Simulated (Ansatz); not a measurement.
A nudged elastic band was laid between two geometries of a periodic cell of 17 atoms, GaSi₁₆ (host Si, host structure diamond, interstitial Ga).

Level of theory: DFT PBEsol, scalar-relativistic, plane waves, PAW in Ansatz. Settings: PAW set soft_1, cutoff 420 eV, k mesh 2x2x2, gaussian smearing 0.05 eV, spin collinear.

```json
{
  "movable images": "5",
  "climbing image": "yes",
  "spring": "5.0 eV/Å²",
  "optimiser": "quadratic models (default)",
  "start path": "IDPP",
  "force threshold": "0.05 eV/Å",
  "iteration limit": "24",
  "end points": "relaxed"
}
```

First end point:

```xyz
17
Lattice="0.0000 5.4300 5.4300 5.4300 0.0000 5.4300 5.4300 5.4300 0.0000" Properties=species:S:1:pos:R:3
Si 0.049 0.047 0.047
Si 1.360 1.355 1.356
Si 2.669 2.666 0.047
Si 4.073 4.072 1.385
Si 2.669 0.046 2.667
Si 4.073 1.385 4.072
Si 5.445 2.701 2.701
Si 6.760 4.072 4.072
Si 0.051 2.665 2.665
Si 1.387 4.071 4.071
Si 2.702 5.444 2.700
Si 4.074 6.758 4.071
Si 2.702 2.700 5.444
Si 4.074 4.071 6.758
Si 5.445 5.443 5.444
Si 6.788 6.787 6.787
Ga 9.505 9.500 9.501
```

Last end point:

Only the atoms that move by more than 0.05 Å are listed.
```
Si1 0.000 0.000 0.000
Si3 2.715 2.715 0.028
Si5 2.715 0.028 2.715
Si8 6.740 4.120 4.120
Si9 0.028 2.715 2.715
Si12 4.121 6.739 4.121
Si14 4.121 4.121 6.739
Si16 6.740 6.740 6.740
Ga17 8.146 8.145 8.145
```

Q: What changes between the two ends?

A: Contacts lost: Si1–Ga17. Contacts made: Si16–Ga17. The atom that moves furthest is Ga17, by 2.35 Å; four of its nearest neighbours are Si5 2.43, Si3 2.43, Si1 2.43, Si9 2.43 Å at the first end and Si14 2.43, Si12 2.43, Si8 2.43, Si16 2.43 Å at the last.

Q: Give the energies along the band, and the barrier.

A: It converged. The highest image is number 3 of 0 to 6, 0.71 eV above the ends, which have the same energy within 2 meV. The order of the stationary point at the top wasn't checked. Limits of this set-up: coarse k mesh, PAW files made for another functional, a small cell, in which the defect meets its images.

```json
{"image": "0", "path coordinate (Å)": "0.00", "energy (eV)": "0.00", "Si1–Ga17 (Å)": "2.43", "Si16–Ga17 (Å)": "4.70"}
{"image": "1", "path coordinate (Å)": "0.54", "energy (eV)": "0.08", "Si1–Ga17 (Å)": "2.49", "Si16–Ga17 (Å)": "4.25"}
{"image": "2", "path coordinate (Å)": "1.08", "energy (eV)": "0.32", "Si1–Ga17 (Å)": "2.61", "Si16–Ga17 (Å)": "3.73"}
{"image": "3", "path coordinate (Å)": "1.62", "energy (eV)": "0.71", "Si1–Ga17 (Å)": "3.13", "Si16–Ga17 (Å)": "3.13"}
{"image": "4", "path coordinate (Å)": "2.15", "energy (eV)": "0.32", "Si1–Ga17 (Å)": "3.73", "Si16–Ga17 (Å)": "2.61"}
{"image": "5", "path coordinate (Å)": "2.69", "energy (eV)": "0.08", "Si1–Ga17 (Å)": "4.25", "Si16–Ga17 (Å)": "2.48"}
{"image": "6", "path coordinate (Å)": "3.23", "energy (eV)": "0.00", "Si1–Ga17 (Å)": "4.70", "Si16–Ga17 (Å)": "2.43"}
```

Q: What is the geometry of the highest image?

A: 
```xyz
17
Lattice="0.0000 5.4300 5.4300 5.4300 0.0000 5.4300 5.4300 5.4300 0.0000" Properties=species:S:1:pos:R:3:forces:R:3
Si -0.227 -0.231 -0.230 0.00 0.00 0.01
Si 1.132 1.126 1.130 0.01 0.01 0.00
Si 2.602 2.595 0.112 0.00 0.00 -0.01
Si 4.001 3.997 1.368 0.00 -0.01 0.00
Si 2.603 0.117 2.599 0.00 -0.01 0.00
Si 4.004 1.371 4.002 0.00 0.00 -0.01
Si 5.422 2.791 2.790 0.00 0.01 0.00
Si 6.680 4.192 4.190 0.00 0.00 0.00
Si 0.110 2.595 2.598 -0.01 0.00 0.00
Si 1.368 3.996 3.997 0.00 0.00 -0.01
Si 2.785 5.416 2.785 0.01 0.00 0.00
Si 4.186 6.669 4.187 0.00 0.01 0.00
Si 2.788 2.789 5.418 0.01 0.00 0.00
Si 4.187 4.191 6.674 0.00 0.00 0.01
Si 5.655 5.660 5.658 0.00 -0.01 -0.01
Si 7.017 7.017 7.016 -0.01 0.00 0.00
Ga 8.825 8.823 8.823 0.00 0.00 0.00
```

The band took 6 iterations and about 4 core-minutes.

Run time: 2.6 min on 2 threads of Arm Neoverse V2, on a shared host, peak memory 1.4 GiB.
